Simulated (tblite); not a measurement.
# C5H11ClOSi: the cost of one run

Programs: tblite 0.8.0 and PySCF 2.14.0, with density-fitted response routines of our own. Each step states its level of theory. These are calculated values for one molecule in the gas phase, unless marked as measured. Atoms are numbered from 0 throughout.

## Step 1: The starting structure

19 atoms, charge 0, multiplicity 1; geometry from: force field or distance geometry start.

Bonds of the start (Å): C0–C1 1.51, C1–Si2 1.90, Si2–C3 1.87, C3–Cl4 1.75, Si2–C5 1.85, C5–C6 1.51, C6–O7 1.23, C0–H8 1.12, C0–H9 1.12, C0–H10 1.12, C1–H11 1.09, C1–H12 1.12, Si2–H13 1.47, C3–H14 1.12, C3–H15 1.12, C5–H16 1.10, C5–H17 1.12, C6–H18 1.09.

## Step 2: Optimising the geometry with GFN2-xTB

What the job is given:

```
{"job": {"kind": "relax", "xc": "GFN2-xTB", "basis": "xTB"}, "charge": 0, "multiplicity": 1}
C     -2.587000    -0.417400    -0.592700
C     -1.333100     0.396900    -0.784500
Si    -0.006400    -0.067600     0.486900
C      0.617300     1.567200     1.151700
Cl     1.313600     2.435200    -0.201000
C      1.296100    -1.081500    -0.344700
C      2.679000    -0.796500     0.185300
O      3.102700    -1.411600     1.164600
H     -2.403500    -1.514600    -0.500900
H     -3.181500    -0.123300     0.313600
H     -3.231600    -0.247000    -1.492100
H     -0.916800     0.151600    -1.762300
H     -1.597100     1.477500    -0.688100
H     -0.689700    -0.885300     1.497300
H     -0.218100     2.152800     1.605900
H      1.400600     1.379800     1.931100
H      1.095400    -2.166000    -0.288800
H      1.324600    -0.796700    -1.426000
H      3.325600    -0.044600    -0.262800
```

Command:

```sh
OMP_NUM_THREADS=1 python probes_run.py task.json out
```

The driver reads the jobs from task.json and runs them one after another.

**Question.** How long does this first job take on 1 thread of Arm Neoverse N1, shared host?

About 2.7 s.
